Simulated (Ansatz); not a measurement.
**C₃H₆BNO: up Jacob's ladder to CCSD(T)**

Aim: compute C₃H₆BNO with functionals from several rungs and with coupled cluster. The yardstick is the atomisation energy at the CCSD(T) limit.

Method: functionals in def2-TZVPP, the program's frozen cores in correlated methods; program: Ansatz 0.2.0, Gaussian basis.

The runs, in order: LDA (SPW92), PBE-D4, revPBE-D4, BLYP-D4, r2SCAN-D4, B97M-V, PBE0-D4, B3LYP-D4, r2SCANh-D4, r2SCAN0-D4, HSE06-D4, BHLYP-D4, CAM-B3LYP-D4, LC-ωPBE, ωB97X-V, ωB97M-V, B2PLYP, PBE-QIDH; CCSD(T)/def2-SVP; CCSD(T)/def2-TZVPP; MP2/def2-QZVPP; extrapolation to the limit; RPA on PBE.

**1. The geometry**

The geometry comes from an earlier relaxation with PBE0-D4 in a triple-zeta def2 set; it is a stationary point, not always the lowest conformer.

SMILES `BC(=C=N)OC`, 12 atoms, charge 0, spin multiplicity 1.

Atoms are counted from 1 here; the program's logs count them from 0.

Bond lengths: B1–C2 1.508 Å, B1–H7 1.195 Å, B1–H8 1.194 Å, C2–C3 1.338 Å, C2–O5 1.369 Å, C3–N4 1.211 Å, N4–H9 1.018 Å, O5–C6 1.406 Å, C6–H10 1.089 Å, C6–H11 1.098 Å, C6–H12 1.097 Å. Angles: C2–B1–H7 120.0°, C2–B1–H8 118.5°, H7–B1–H8 121.5°, B1–C2–C3 114.6°, B1–C2–O5 122.3°, C3–C2–O5 123.0°, C2–C3–N4 172.7°, C3–N4–H9 118.7°, C2–O5–C6 115.5°, O5–C6–H10 106.9°, O5–C6–H11 111.3°, O5–C6–H12 111.4°, H10–C6–H11 109.1°, H10–C6–H12 109.4°, H11–C6–H12 108.8°.

Coordinates:

```xyz
12
C3H6BNO
B    -0.1867   -1.2997   -1.6743
C     0.0275   -0.3552   -0.5188
C    -0.7344   -0.6032    0.5523
N    -1.3479   -0.9624    1.5323
O     0.9074    0.6919   -0.5829
C     1.0326    1.4496    0.5949
H     0.4254   -1.1500   -2.6893
H    -0.9754   -2.1875   -1.5466
H    -2.2948   -0.6161    1.6695
H     1.7702    2.2252    0.3953
H     0.0794    1.9214    0.8681
H     1.3736    0.8307    1.4336
```

**2. LDA**

This LDA is Slater exchange with PW92 correlation.

Contents of in.yaml:

```yaml
crystal:
  periodic: [false, false, false]
  atoms:
    - {symbol: B, position_ang: [-0.186704, -1.299709, -1.674347]}
    - {symbol: C, position_ang: [0.027475, -0.355154, -0.518821]}
    - {symbol: C, position_ang: [-0.734413, -0.603181, 0.552266]}
    - {symbol: N, position_ang: [-1.347855, -0.962402, 1.532293]}
    - {symbol: O, position_ang: [0.907400, 0.691889, -0.582935]}
    - {symbol: C, position_ang: [1.032576, 1.449621, 0.594944]}
    - {symbol: H, position_ang: [0.425433, -1.150027, -2.689298]}
    - {symbol: H, position_ang: [-0.975421, -2.187480, -1.546587]}
    - {symbol: H, position_ang: [-2.294752, -0.616124, 1.669521]}
    - {symbol: H, position_ang: [1.770216, 2.225151, 0.395332]}
    - {symbol: H, position_ang: [0.079390, 1.921444, 0.868060]}
    - {symbol: H, position_ang: [1.373556, 0.830673, 1.433572]}
basis:
  gaussian: {orbitals: def2-TZVPP}
hamiltonian: {xc: lda}
output: {orbitals: {seedname: orbitals}}
```

On the command line:

```bash
$ ansatz run in.yaml --threads 4 --pin off --events-out ev --progress --plain --max-ram 10444MiB
```

The runs that follow: PBE-D4 (GGA); revPBE-D4 (GGA); BLYP-D4 (GGA); r2SCAN-D4 (meta-GGA); B97M-V (meta-GGA); B3LYP-D4 (hybrid); r2SCANh-D4 (hybrid); r2SCAN0-D4 (hybrid); HSE06-D4 (hybrid); BHLYP-D4 (hybrid); CAM-B3LYP-D4 (range-separated); LC-ωPBE (range-separated); ωB97X-V (range-separated); ωB97M-V (range-separated); B2PLYP (double hybrid); PBE-QIDH (double hybrid); CCSD(T) in def2-SVP; CCSD(T) in def2-TZVPP; MP2 in def2-QZVPP; RPA on PBE orbitals.

Before running them: what should the planned runs give, taken together? Wanted: atomisation energy, CCSD(T)/CBS; farthest beyond LDA; mean size of error, GGA; mean size of error, meta-GGA; mean size of error, hybrid; mean size of error, range-separated; mean size of error, double hybrid; gap, smallest and largest; T1 diagnostic.

The runs gave:

```
                               quantity                                     value
        atomisation energy, CCSD(T)/CBS                           1146.0 kcal/mol
functionals within 5.7 kcal/mol (0.5 %)              r2SCANh-D4, B2PLYP, PBE-QIDH
                    farthest beyond LDA                   PBE-D4 (+53.3 kcal/mol)
                mean size of error, GGA                             31.7 kcal/mol
           mean size of error, meta-GGA                             14.1 kcal/mol
             mean size of error, hybrid                             17.2 kcal/mol
    mean size of error, range-separated                             10.5 kcal/mol
      mean size of error, double hybrid                              0.2 kcal/mol
              gap, smallest and largest  2.93 eV (LDA (SPW92)), 9.63 eV (LC-ωPBE)
                          T1 diagnostic                                    0.0153
triples share of the correlation energy                                     4.4 %
```

What this shows: The LDA atomisation energy is off by 202.8 kcal/mol (18 %): it overbinds. PBE-D4 misses by +53.3 kcal/mol. Double hybrids carry the basis error of their MP2 part in triple zeta, and no dispersion term here, so their miss is partly the set-up's. Taken by rung, double hybrid functionals do best (0.2 kcal/mol on average) and GGA ones worst beyond LDA (31.7 kcal/mol). The reference freezes the cores and leaves out relativity and excitations past (T), so misses under about 5.7 kcal/mol can't be ranked. Hartree-Fock recovers 71 % of the binding; the rest is correlation. CCSD(T) in def2-SVP is off by -54.4 kcal/mol, more than most functionals: a good method in a small basis is no reference. Orbital gaps span 2.9 to 9.6 eV; exact exchange widens them.
